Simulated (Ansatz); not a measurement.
# NiO: the cost of one run

Computed with Ansatz 0.2.0 (DFT PBE+U, PAW, plane waves, scalar-relativistic; U − J = 6.2 eV on Ni d, unless a step's input says otherwise).

**1. Starting point**

Symmetry: Fm-3m, No. 225, cubic system. The conventional cell has a = 4.172 Å, b = 4.172 Å, c = 4.172 Å, α = 90.00°, β = 90.00°, γ = 90.00°. Ni (site symmetry m-3m) has 6 O at 2.09 Å as nearest neighbours. O (site symmetry m-3m) has 6 Ni at 2.09 Å as nearest neighbours.

Structure file:

```xyz
4
Lattice="-1.4758 -0.8521 -2.4057 1.4758 0.8521 -4.8113 1.4758 -2.5562 0.0000" Properties=species:S:1:pos:R:3 pbc="T T T"
Ni    0.0000    0.0000    0.0000
Ni    1.4758   -0.8521   -2.4057
O     0.0000   -1.7042   -1.2028
O     0.0000    0.0000   -3.6085
```

Labels such as O4 number the atoms in the order of the input file.

The first starts: parallel moments, plain SCF; opposed moments +-, plain SCF; no spin polarisation; spin on, no moments given (the program may seed its own), plain SCF. What is tried next depends on their ends.

“Plain SCF” means no search for lower states. Ends within 0.2 meV/atom and 0.1 μB count as one state.

The total moment includes the space between the atomic spheres.

**2. Parallel moments, plain SCF**

Input file input.yaml:

```yaml
crystal:
  lattice:
    - [-1.47584844, -0.8520815, -2.40567]
    - [1.47584844, 0.8520815, -4.81134]
    - [1.47584844, -2.55624449, 0.0]
  atoms:
    - { symbol: Ni, position: [0.0, 0.0, 0.0], spin: 2.0 }
    - { symbol: Ni, position: [0.0, 0.5, 0.5], spin: 2.0 }
    - { symbol: O, position: [0.5, 0.0, 0.5] }
    - { symbol: O, position: [0.5, 0.5, 0.0] }
magnetization:
  spin_polarized: true
hamiltonian:
  xc: pbe
  pseudopotentials: { kind: paw }
  hubbard: { sites: [{ species: Ni, l: d, u_eff: 6.2 }] }
basis:
  ecutwfc: 420
kpoints:
  mp_grid: { grid: [9, 5, 7] }
scf:
  occupations: { method: gaussian, width: 0.05 }
  lower_state_search: "off"
output:
  forces: true
  stress: true
```

**Question.** How long does this run take on 2 threads of an Arm CPU, shared host, and how much memory does it need?

About 11 s, with a peak of 0.48 GiB.
